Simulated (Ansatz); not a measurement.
This script drives Ansatz 0.2.0, Python API.

`opt.py`
```python
'''Minimum-energy structure of H2OSiZn.'''

import warnings

import ansatz as az
import numpy as np

warnings.simplefilter('ignore', az.DeckWarning)

h2osizn = (
    az.Crystal.molecule()
    .atom('O', (1.2364, -0.6538, 0.3789))
    .atom('Si', (-0.1022, 0.496, 0.1167))
    .atom('Zn', (-0.6561, -1.753, 0.6949))
    .atom('H', (-0.8812, 0.0276, -0.9796))
    .atom('H', (0.4529, 1.8095, -0.2523))
)

calc = (
    h2osizn.calculation()
    .basis(gaussian='def2-SVP')
    .functional('CAM-B3LYP')
)
symbols = [site.symbol for site in h2osizn.cartesian_sites]
start = np.array([site.position_ang for site in h2osizn.cartesian_sites], dtype=float)
rep = calc.relax(force_tolerance=0.02).run().report
end = np.array(rep['positions_ang'])

for key in ('converged', 'free_energy_ev', 'reference_energy_ev', 'n_frozen', 'n_occupied', 'n_virtual'):
    print(f'{key:22s} {rep[key]}')

print('final positions (A) and the move of each atom')
for symbol, xyz, old in zip(symbols, end, start):
    print(f'{symbol:2s} {xyz[0]:10.5f} {xyz[1]:10.5f} {xyz[2]:10.5f}   {np.linalg.norm(xyz - old):7.4f}')

charges = rep['charge_distribution']
dipole = np.array(charges['dipole_moment_e_ang']) * 4.803205
print('dipole (D): {:.3f} {:.3f} {:.3f}, length {:.3f}'.format(*dipole, np.linalg.norm(dipole)))
print('atom  Mulliken   Lowdin')
for symbol, m, l in zip(symbols, charges['mulliken_charges_e'], charges['lowdin_charges_e']):
    print(f'{symbol:4s} {m:9.3f} {l:8.3f}')
```

It is started by `python opt.py`. Estimate its wall time and peak memory on 1 thread of Arm Neoverse V1, with other jobs on the host.

It took about 43 s, with a peak of 0.23 GiB, for 1 run of the engine.

```console
$ python opt.py
converged              True
free_energy_ev         -58367.43860191451
reference_energy_ev    -58367.43860191451
n_frozen               0
n_occupied             [27, 27]
n_virtual              [46, 46]
final positions (A) and the move of each atom
O     1.63386   -0.48566   -0.52766    1.0040
Si    0.31172    0.27188   -0.37695    0.6821
Zn   -1.15344   -1.39557    1.61345    1.1040
H    -0.85405    0.10643   -1.28663    0.3181
H     0.11171    1.42923    0.53638    0.9397
dipole (D): -3.822 0.497 1.668, length 4.199
atom  Mulliken   Lowdin
O       -0.438   -0.187
Si       0.515    0.177
Zn       0.120    0.211
H       -0.098   -0.100
H       -0.098   -0.101
```

What to keep in mind:
- Total energies depend on the basis set; only differences at equal settings carry meaning.
- The end point is the stationary point reached from this start; no frequency run checks that it is a minimum, and the basis set is modest.
- The Löwdin charges here are taken after orthogonalising the functions within each atom; they differ from plain Löwdin charges, and their signs can be unphysical.
- The bonding changed during the relaxation, so the end is another isomer than the start names.

(Lines on the test bed's own set-up are left out of the output.)
